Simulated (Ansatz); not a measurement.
# BePd3: one candidate structure

Where does BePd3 go from the start given, structure listed in a database for this formula (Cmcm, No. 63)?

Program: Ansatz 0.2.0. Level of theory: DFT r2SCAN, scalar-relativistic, plane waves, PAW. These are calculated values, not measurements.

## Step 1: The structure to begin with

Symmetry: Cmcm, No. 63, orthorhombic system. Conventional cell: a = 2.854 Å, b = 9.643 Å, c = 7.632 Å, α = 90.00°, β = 90.00°, γ = 90.00°. Be (site symmetry m2m) is surrounded by 8 Pd at 2.29 to 2.63 Å. Pd (site symmetry m2m) has 2 Be at 2.29 Å as nearest neighbours. Around Pd (site symmetry m) lie 3 Be at 2.29 to 2.63 Å.

Structure file:

```cif
data_structure
_symmetry_space_group_name_H-M 'Cmcm'
_symmetry_Int_Tables_number 63
_cell_length_a 2.8544
_cell_length_b 9.6430
_cell_length_c 7.6325
_cell_angle_alpha 90.000
_cell_angle_beta 90.000
_cell_angle_gamma 90.000
_cell_volume 210.08
loop_
_atom_site_label
_atom_site_type_symbol
_atom_site_symmetry_multiplicity
_atom_site_Wyckoff_symbol
_atom_site_fract_x
_atom_site_fract_y
_atom_site_fract_z
_atom_site_occupancy
Be1 Be 4 c 0.50000 0.24681 0.25000 1
Pd1 Pd 4 c 0.00000 0.43317 0.25000 1
Pd2 Pd 8 f 0.00000 0.13624 0.43936 1
```

(A quick probe on a coarse mesh, which set the mesh and smearing, is not shown.)

## Step 3: Relaxing cell and atoms

input.yaml reads:

```yaml
crystal:
  lattice:
    - [1.42718423, -4.82149218, 0.0]
    - [1.42718423, 4.82149218, 0.0]
    - [0.0, 0.0, 7.63248472]
  atoms:
    - { symbol: Be, position: [0.25319328, 0.74680672, 0.75] }
    - { symbol: Be, position: [0.74680672, 0.25319328, 0.25] }
    - { symbol: Pd, position: [0.56683019, 0.43316981, 0.75] }
    - { symbol: Pd, position: [0.43316981, 0.56683019, 0.25] }
    - { symbol: Pd, position: [0.86375532, 0.13624468, 0.93936067] }
    - { symbol: Pd, position: [0.13624468, 0.86375532, 0.06063933] }
    - { symbol: Pd, position: [0.13624468, 0.86375532, 0.43936067] }
    - { symbol: Pd, position: [0.86375532, 0.13624468, 0.56063933] }
basis:
  ecutwfc: 500
kpoints:
  mp_grid: { grid: [14, 14, 6] }
hamiltonian:
  xc: r2scan
scf:
  occupations: { method: gaussian, width: 0.1 }
output:
  forces: true
  stress: true
  eigenvalues: true
relax:
  adjacent_minimum: "off"
  f_tol: 0.01
  max_steps: 80
  cell: { stress_tol: 0.05 }
```

On the command line:

```console
ansatz run input.yaml --threads 4 --pin off --max-ram 10240MiB --backend cpu --events-out ev --progress --plain --runs-dir out
```

What does the calculation give?

**Answer**, as computed:

Formation energies count from the elements, computed with the same settings in runs not shown here.

| quantity | value |
| --- | --- |
| cell (conventional) | a = 2.844 Å, b = 9.646 Å, c = 7.619 Å, α = 90.00°, β = 90.00°, γ = 90.00° |
| space group | Cmcm (No. 63) |
| volume | 13.06 Å³/atom |
| gap on the mesh | none (metal) |
| formation energy from the elements | -0.381 eV/atom |

The space group stayed Cmcm, and from the first guess the volume went from 13.13 to 13.06 Å³/atom. With -0.38 eV/atom it lies under the elements, which doesn't yet make it stable against other compounds of them.
